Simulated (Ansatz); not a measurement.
# Ti: one crystal by all-electron and frozen-core methods

Aim: solve Ti at one geometry with LAPW, all electrons, PAW on the default files and all-electron PAW on datasets made for the crystal, and see where they agree.

This is Ti in the fcc structure; at room conditions it is hcp.

Program: Ansatz 0.2.0. Level of theory: DFT LDA, scalar-relativistic. These are calculated values, not measurements.

### Step 1. The structure to begin with

The structure is cubic, space group Fm-3m (No. 225). Conventional cell: a = 4.060 Å, b = 4.060 Å, c = 4.060 Å, α = 90.00°, β = 90.00°, γ = 90.00°. Ti (site symmetry m-3m) has 12 Ti at 2.87 Å as nearest neighbours.

Coordinates:

```
CELL_PARAMETERS angstrom
0.00000 2.03000 2.03000
2.03000 0.00000 2.03000
2.03000 2.03000 0.00000
ATOMIC_POSITIONS crystal
Ti 0.00000 0.00000 0.00000
```

The structure is an experimental refinement, used without relaxation.

### Step 2. LAPW, all electrons

input.yaml reads:

```yaml
crystal:
  lattice:
    - [0.0, 2.03, 2.03]
    - [2.03, 0.0, 2.03]
    - [2.03, 2.03, 0.0]
  atoms:
    - { symbol: Ti, position: [0.0, 0.0, 0.0] }
kpoints:
  mp_grid: { grid: [14, 14, 14] }
  band_path:
    path:
      - [0.0, 0.0, 0.0]
      - [0.5, 0.0, 0.5]
      - [0.625, 0.25, 0.625]
      - [0.375, 0.375, 0.75]
      - [0.0, 0.0, 0.0]
      - [0.5, 0.5, 0.5]
      - [0.5, 0.25, 0.75]
      - [0.5, 0.0, 0.5]
    npoints: 14
scf:
  occupations: { method: fermi_dirac, width: 0.05 }
hamiltonian:
  xc: lda
  pseudopotentials: { kind: all_electron, lapw: { basis_error: 0.00025 } }
output:
  forces: true
  stress: true
  eigenvalues: true
  populations: true
  dos: { projected: true, de: 0.2, e_range: [-14, 8] }
```

Command:

```console
ansatz run input.yaml --threads 1 --pin off --max-ram 3072MiB --backend cpu --events-out ev --progress --plain --runs-dir out
```

### Step 3. PAW on the default files

Edit input.yaml of step 2 so:

```diff
@@ -24,3 +24,3 @@
   xc: lda
-  pseudopotentials: { kind: all_electron, lapw: { basis_error: 0.00025 } }
+  pseudopotentials: { kind: paw }
 output:
@@ -29,3 +29,9 @@
   eigenvalues: true
+  efg: { contact_densities: true }
   populations: true
+  bader: true
   dos: { projected: true, de: 0.2, e_range: [-14, 8] }
+  write_density: true
+  write_potential: true
+  elf: true
+  volumetric_format: npy
```

### Step 4. All-electron PAW on datasets made for the crystal

Edit input.yaml of step 3 so:

```diff
@@ -19,3 +19,3 @@
       - [0.5, 0.0, 0.5]
-    npoints: 14
+    npoints: 8
 scf:
@@ -24,3 +24,3 @@
   xc: lda
-  pseudopotentials: { kind: paw }
+  pseudopotentials: { kind: all_electron, datasets: crystal }
 output:
@@ -30,8 +30 @@
   efg: { contact_densities: true }
-  populations: true
-  bader: true
-  dos: { projected: true, de: 0.2, e_range: [-14, 8] }
-  write_density: true
-  write_potential: true
-  elf: true
-  volumetric_format: npy
```

(Steps that only read results are left out.)

What does the calculation give? Wanted: pressure; gap; highest ELF.

The runs gave:

```
         quantity                                              value
         pressure  LAPW -4.87, PAW -4.88, crystal datasets -4.87 GPa
       gap (LAPW)                                               none
highest ELF (PAW)                               0.73, 2.03 Å from Ti
```

In words: The pressure of -4.9 GPa pushes the cell to shrink, with the atoms held in place. There is no gap at this level; the crystal is a metal here. Within 0.3 eV of the Fermi level the largest projected share is Ti 3d (93 %). The projection holds only the free atom's occupied shells (Ti 4s, Ti 3d in this range). In pressure, PAW differs from LAPW by less than 0.01 GPa. LAPW took about 1.9 times as long as PAW (9.6 s against 4.9 s, on a shared host and with the outputs that each input asks for).
